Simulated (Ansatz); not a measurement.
CoNiO2:

```xyz
4
Lattice="3.0143 0.0000 0.0000 0.0000 3.0143 0.0000 0.0000 0.0000 4.2223" Properties=species:S:1:pos:R:3 pbc="T T T"
Ni    0.0000    0.0000    0.0000
Co    1.5072    1.5072    2.1111
O     0.0000    0.0000    2.1111
O     1.5072    1.5072    0.0000
```

The cell comes from a database or a generator and needn't be the stable form of this composition.

```yaml
Program: Ansatz 0.2.0
Task: single point
Functional: PBEsol
Potentials_or_basis: all-electron LAPW, scalar-relativistic
Cutoff: 369 eV (chosen from the basis error)
Basis_error_allowed: 0.001 eV/atom
k_mesh: 9 × 9 × 6
Occupations: fermi-dirac, width 0.05 eV
Spin: collinear spin, ferromagnetic start
Starting_moments: "[1.0, 2.0, 0.0, 0.0] μB"
```

On this cell: pressure -11.9 GPa; largest force under 0.003 eV/Å; net moment 4.56 μB per cell; site moments Ni +1.39; Co +2.53; O +0.31, +0.29 μB; band gap on the k mesh none (metal or under the smearing width).

The same run follows on a disturbed copy (atoms moved at random, drawn with an rms of 0.05 Å):

```
Ni Co O
1.0
     3.01433    0.00000    0.00000
     0.00000    3.01433    0.00000
     0.00000    0.00000    4.22229
Ni Co O
1 1 2
Direct
  0.99897 0.00637 0.99711
  0.48517 0.49929 0.50164
  0.99552 0.01477 0.48533
  0.51099 0.48541 0.99892
```

What changes?

The energy (extrapolated to zero smearing) moves by +1.1 meV/atom; pressure -11.5 GPa; largest force 0.194 eV/Å; net moment 4.56 μB per cell; site moments Ni +1.38; Co +2.53; O +0.31, +0.29 μB; band gap on the k mesh none (metal or under the smearing width).

Forces in eV/Å, atoms in the order of the input:
```
Ni  -0.040 -0.056  0.058
Co   0.020  0.092  0.099
O    0.042 -0.152 -0.003
O   -0.022  0.115 -0.155
```

Stress tensor (GPa, compression positive):
```
-12.07  -0.14   0.08
 -0.14 -12.18  -0.08
  0.08  -0.08 -10.25
```

Caveats: semilocal functionals often make such compounds metallic where correlation or magnetic order opens a gap, which also shifts bond lengths.
